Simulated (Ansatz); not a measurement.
BiTe:

```
CELL_PARAMETERS angstrom
0.00000 3.23500 3.23500
3.23500 0.00000 3.23500
3.23500 3.23500 0.00000
ATOMIC_POSITIONS crystal
Bi 0.00000 0.00000 0.00000
Te 0.50000 0.50000 0.50000
```

* Program: Ansatz 0.2.0
* Task: relaxation of cell and atoms
* Functional: PBEsol
* Dispersion: D3(BJ)-ATM
* Potentials or basis: Ansatz PAW
* Cutoff: 420 eV (not typed: the program's choice for these potentials)
* k mesh: 7 × 7 × 7
* Occupations: fermi-dirac, width 0.05 eV
* Spin: no spin polarisation

At the start: volume 33.86 Å³/atom.

Task: Where does the relaxation end?

Result: It ends after 5 steps and the volume is 31.60 Å³/atom (-6.7 %); space group Fm-3m (No. 225, to 0.05 Å).

The path:
```csv
step,energy change (eV),largest force (eV/Å),volume (Å³)
1,0.0000,0.0000,67.71
2,-0.0378,0.0000,60.95
3,-0.0525,0.0000,63.46
4,-0.0527,0.0000,63.20
5,-0.0519,0.0000,63.20
```

Final structure:
```cif
data_structure
_symmetry_space_group_name_H-M 'P 1'
_symmetry_Int_Tables_number 1
_cell_length_a 4.4711
_cell_length_b 4.4711
_cell_length_c 4.4711
_cell_angle_alpha 60.000
_cell_angle_beta 60.000
_cell_angle_gamma 60.000
_cell_volume 63.20
loop_
_atom_site_label
_atom_site_type_symbol
_atom_site_fract_x
_atom_site_fract_y
_atom_site_fract_z
_atom_site_occupancy
Bi1 Bi 0.00000 0.00000 0.00000 1
Te1 Te 0.50000 0.50000 0.50000 1
```

Caveat: the plane-wave basis is chosen anew once the cell has moved, so the energies of steps on either side of that aren't comparable; pairwise dispersion overbinds metals, which lowers pressure and volume; the PAW data sets come from PBE, with cores solved anew for the run's functional, which leaves a small shift of forces and pressure.
